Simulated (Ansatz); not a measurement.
# B₂ClFH₂: one structure at several levels

The task here is to estimate one member of a computed series from the others.

The runs use Ansatz 0.2.0, Gaussian basis; single points in def2-TZVPP.

Correlated methods freeze the cores.

## The starting structure

6 atoms, charge 0, spin multiplicity 1.

Atoms are counted from 1 here; the program's logs count them from 0.

Bond lengths: B1–B2 1.764 Å, B1–H5 1.231 Å, B1–H6 1.293 Å, B2–F3 1.322 Å, B2–Cl4 1.702 Å. Angles: B2–B1–H5 122.9°, B2–B1–H6 118.0°, H5–B1–H6 119.1°, B1–B2–F3 119.2°, B1–B2–Cl4 129.5°, F3–B2–Cl4 111.3°.

Geometry (Å):

```csv
atom,x (Å),y (Å),z (Å)
B1,-0.4985,0.8927,-0.0713
B2,0.3328,-0.6605,0.0202
F3,1.1605,-0.8897,1.0252
Cl4,0.2589,-1.9917,-1.0375
H5,-1.2571,1.1913,-0.9940
H6,-0.2627,1.7636,0.8555
```

The first run:

Contents of run/in.yaml:

```yaml
crystal:
  periodic: [false, false, false]
  atoms:
    - {symbol: B, position_ang: [-0.498500, 0.892700, -0.071300]}
    - {symbol: B, position_ang: [0.332800, -0.660500, 0.020200]}
    - {symbol: F, position_ang: [1.160500, -0.889700, 1.025200]}
    - {symbol: Cl, position_ang: [0.258900, -1.991700, -1.037500]}
    - {symbol: H, position_ang: [-1.257100, 1.191300, -0.994000]}
    - {symbol: H, position_ang: [-0.262700, 1.763600, 0.855500]}
basis:
  gaussian: {orbitals: def2-TZVPP}
correlation: {method: ccsd_t}
output: {forces: true}
```

No record of the launch command was kept for these runs.

Among the steps run: CCSD(T)/def2-TZVPP; PBE0-D4/def2-TZVPP; wB97M-V/def2-TZVPP; r2SCAN-D4/def2-TZVPP; PBE-D4/def2-TZVPP; B97M-V/def2-TZVPP; CAM-B3LYP-D4/def2-TZVPP.

One table of the session follows, with a row left open; its other results are not shown here.

```
      method  RMS force component (eV/Å)  angle to CCSD(T) forces (°)  dipole (D)
     CCSD(T)                       0.784                    reference        0.92
     PBE0-D4                       0.737                          5.7        0.89
     wB97M-V                       0.795                          4.0        0.90
   r2SCAN-D4                           ?                            ?           ?
      PBE-D4                       0.772                         11.7        0.72
      B97M-V                       0.738                          8.8        0.76
CAM-B3LYP-D4                       0.767                          6.9        0.96
```

Estimate the missing values for r2SCAN-D4.

**Answer.** RMS force component (eV/Å): 0.770; angle to CCSD(T) forces (°): 3.0; dipole (D): 0.81. In the column «RMS force component (eV/Å)» it lies between CAM-B3LYP-D4 (0.767) and PBE-D4 (0.772).

Caveats from the session: The reference is not at the basis limit: in triple zeta CCSD(T) underbinds, which counts against methods that bind more; the gaps are no ranking.
